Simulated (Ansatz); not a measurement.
**AlGaH (doublet): from Hartree-Fock to the top rungs at distance Al1–Ga2 = 3.735 Å, cc-pVDZ**

Aim: climb from Hartree-Fock through coupled cluster and multireference methods for AlGaH (doublet) at one geometry and basis, and see what each rung misses.

The runs use Ansatz 0.2.0, Gaussian basis; cc-pVDZ, core rule «outside noble gas», up to 19 orbitals frozen.

Plan: UHF; CCSD(T) on ROHF; CCSD(T) on UHF; BCCD(T) on ROHF; CISD; CCSDT(Q) on ROHF; CCSDT(Q) on UHF; CCSDTQ on ROHF; CCSDTQ on UHF; CASSCF and MRCISD+Q, 3 electrons in 3 orbitals; CASSCF and NEVPT2, 3 electrons in 3 orbitals; CASSCF and MRCISD+Q, 7 electrons in 9 orbitals; CASSCF and NEVPT4(SD), 7 electrons in 9 orbitals; CASSCF and NEVPT2, 7 electrons in 9 orbitals; Full CI.

## (1) The geometry

The geometry derives from a PBE0/def2-TZVP stationary point (not a proven minimum). One bond is set to the value named and the two fragments are kept rigid. No spin-orbit coupling is included. The filled d shell of Ga may be among the frozen orbitals whatever the setting's name suggests; the logs give the count.

3 atoms, charge 0, spin multiplicity 2.

Atoms are counted from 1 here; the program's logs count them from 0.

Bond lengths: Al1–H3 1.622 Å.

## (2) UHF

in.yaml

```yaml
crystal:
  periodic: [false, false, false]
  atoms:
    - {symbol: Al, position_ang: [0.000000, 0.000000, 0.704400]}
    - {symbol: Ga, position_ang: [0.000000, 0.000000, -3.030600]}
    - {symbol: H, position_ang: [0.000000, 0.000000, 2.326200]}
basis:
  gaussian: {orbitals: cc-pVDZ}
magnetization: {spin_polarized: true, initial_magnetization: 1}
hamiltonian: {xc: hf}
output: {orbitals: {seedname: orbitals}}
```

The run is started by

```bash
ansatz run in.yaml --threads 1 --pin off --events-out ev --progress --plain --max-ram 4096MiB --backend cpu
```

Further steps of the session: CCSD(T) on ROHF; CCSD(T) on UHF; BCCD(T) on ROHF; CISD; CCSDT(Q) on ROHF; CCSDT(Q) on UHF; CCSDTQ on ROHF; CCSDTQ on UHF; CASSCF and MRCISD+Q, 3 electrons in 3 orbitals; CASSCF and NEVPT2, 3 electrons in 3 orbitals; CASSCF and MRCISD+Q, 7 electrons in 9 orbitals; CASSCF and NEVPT4(SD), 7 electrons in 9 orbitals; CASSCF and NEVPT2, 7 electrons in 9 orbitals; Full CI.

Before running them: what should the planned runs give, taken together? Wanted: FCI below the RHF energy; RMP2 from FCI; UMP2 from FCI; RCCSD from FCI; RCCSD(T) from FCI; UCCSD(T) from FCI; RCCSDT(Q) from FCI; UCCSDT(Q) from FCI; NEVPT2 pair from FCI.

As calculated:

```
                         quantity                                                                                                  value
         FCI below the RHF energy                                                                                             -3.4202 eV
                    RMP2 from FCI                                                                                            +1056.3 meV
                    UMP2 from FCI                                                                                            +1056.5 meV
                   RCCSD from FCI                                                                                             +100.9 meV
                RCCSD(T) from FCI                                                                                              +34.0 meV
                UCCSD(T) from FCI                                                                                              +31.5 meV
               RCCSDT(Q) from FCI                                                                                               +1.0 meV
               UCCSDT(Q) from FCI                                                                                               -1.3 meV
             NEVPT2 pair from FCI                                                                                            +1007.8 meV
          NEVPT2 valence from FCI                                                                                             +565.2 meV
      NEVPT4(SD) valence from FCI                                                                                             +120.1 meV
levels within 1 kcal/mol (43 meV)  RCCSD(T), UCCSD(T), BCCD(T), RCCSDT, UCCSDT, RCCSDT(Q), UCCSDT(Q), RCCSDTQ, UCCSDTQ, MRCISD+Q valence
                    T1 diagnostic                                                                                                  0.025
   effectively unpaired electrons                                                                                                   1.15
```

RCCSD(T) misses by +34.0 meV, 1.0 % of the correlation energy. UCCSDTQ falls below full CI: unrestricted runs freeze a spin-polarised core, another one than full CI's, and coupled cluster isn't variational. One determinant dominates. Of the multireference levels listed MRCISD+Q valence comes nearest in total energy (+29.9 meV), which doesn't show that its space is the better one. These misses are within one basis, not against nature; the frozen cores of restricted and unrestricted runs differ, which can shift their rows.
